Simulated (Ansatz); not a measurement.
# C3H9BO: molecular dynamics

Aim: follow the molecule's vibrations and see whether its bonds hold. The start is relaxed first. Runs: 40 steps of 4 fs at constant energy (fourth-order Milne integrator), with velocities drawn for 400 K. SMILES of the start: CCCBO.

Program: Ansatz 0.2.0. Level of theory: RKS PBE-D4/STO-3G. These are calculated values, not measurements.

### Step 1. The structure to begin with

Bond lengths: C1–C2 1.483 Å, C2–C3 1.514 Å, C3–B4 1.673 Å, B4–O5 1.445 Å, C1–H6 1.106 Å, C1–H7 1.162 Å, C1–H8 1.101 Å, C2–H9 1.133 Å, C2–H10 1.087 Å, C3–H11 1.151 Å, C3–H12 1.071 Å, B4–H13 1.109 Å, O5–H14 0.973 Å. Angles (14 of 22 angles, heavy atoms first): C1–C2–C3 108.8°, C2–C3–B4 112.4°, C3–B4–O5 119.2°, C1–C2–H9 107.3°, C1–C2–H10 110.1°, C3–C2–H9 110.5°, C3–C2–H10 109.4°, C2–C1–H6 113.1°, C2–C1–H7 108.1°, C2–C1–H8 112.8°, C2–C3–H11 109.5°, C2–C3–H12 112.9°, B4–C3–H11 105.1°, B4–C3–H12 109.7°.

Coordinates:

```xyz
14

C    -1.4448    0.9988    0.8346
C    -0.3441    0.6214   -0.0854
C     0.2557   -0.6875    0.3812
B     1.5773   -1.1446   -0.5365
O     1.9224   -0.3731   -1.7082
H    -2.2867    0.2818    0.8223
H    -1.9031    1.9978    0.4573
H    -1.0919    1.2162    1.8546
H     0.4288    1.4486   -0.0432
H    -0.7259    0.5031   -1.0964
H     0.6615   -0.5651    1.4516
H    -0.4579   -1.4860    0.4103
H     2.0322   -2.1251   -0.2863
H     1.3635   -0.7154   -2.4271
```

### Step 2. Relaxing the start

Contents of input.yaml:

```yaml
crystal:
  periodic: [false, false, false]
  atoms:
    - { symbol: C, position_ang: [-1.4448, 0.9988, 0.8346] }
    - { symbol: C, position_ang: [-0.3441, 0.6214, -0.0854] }
    - { symbol: C, position_ang: [0.2557, -0.6875, 0.3812] }
    - { symbol: B, position_ang: [1.5773, -1.1446, -0.5365] }
    - { symbol: O, position_ang: [1.9224, -0.3731, -1.7082] }
    - { symbol: H, position_ang: [-2.2867, 0.2818, 0.8223] }
    - { symbol: H, position_ang: [-1.9031, 1.9978, 0.4573] }
    - { symbol: H, position_ang: [-1.0919, 1.2162, 1.8546] }
    - { symbol: H, position_ang: [0.4288, 1.4486, -0.0432] }
    - { symbol: H, position_ang: [-0.7259, 0.5031, -1.0964] }
    - { symbol: H, position_ang: [0.6615, -0.5651, 1.4516] }
    - { symbol: H, position_ang: [-0.4579, -1.486, 0.4103] }
    - { symbol: H, position_ang: [2.0322, -2.1251, -0.2863] }
    - { symbol: H, position_ang: [1.3635, -0.7154, -2.4271] }
basis:
  gaussian: { orbitals: STO-3G }
hamiltonian:
  xc: pbe
  dispersion: d4
relax:
  f_tol: 0.02
  max_steps: 40
scf:
  lower_state_search: "off"
```

Started as:

```bash
$ ansatz run input.yaml --threads 1 --pin off --max-ram 2048MiB --backend cpu --events-out ev --progress --plain --runs-dir out
```

After this run come: The run.

**Question.** What will these runs give? Wanted: relaxation of the start; temperature, first and last step; temperature, second half; potential energy, second half; largest change of the total energy; bonds formed or broken.

The runs gave:

| quantity | value |
| --- | --- |
| relaxation of the start | 13 moves, 2.023 eV lower |
| length | 40 steps of 4 fs |
| temperature, first and last step | 400 and 4204390 K |
| temperature, second half | mean 3915108 K, from 3682265 to 4207842 K |
| potential energy, second half | +6094 meV/atom from the start |
| largest change of the total energy | 553260.09 meV/atom |
| bonds formed or broken | 15 |

**Reading.** The run blows up, reaching 4939787 K, so it describes no real motion. Averages from a run of 160 fs with 14 atoms are rough. The nuclei move classically, without zero-point motion, which matters most for hydrogen. The basis is very small, so the numbers are rough.
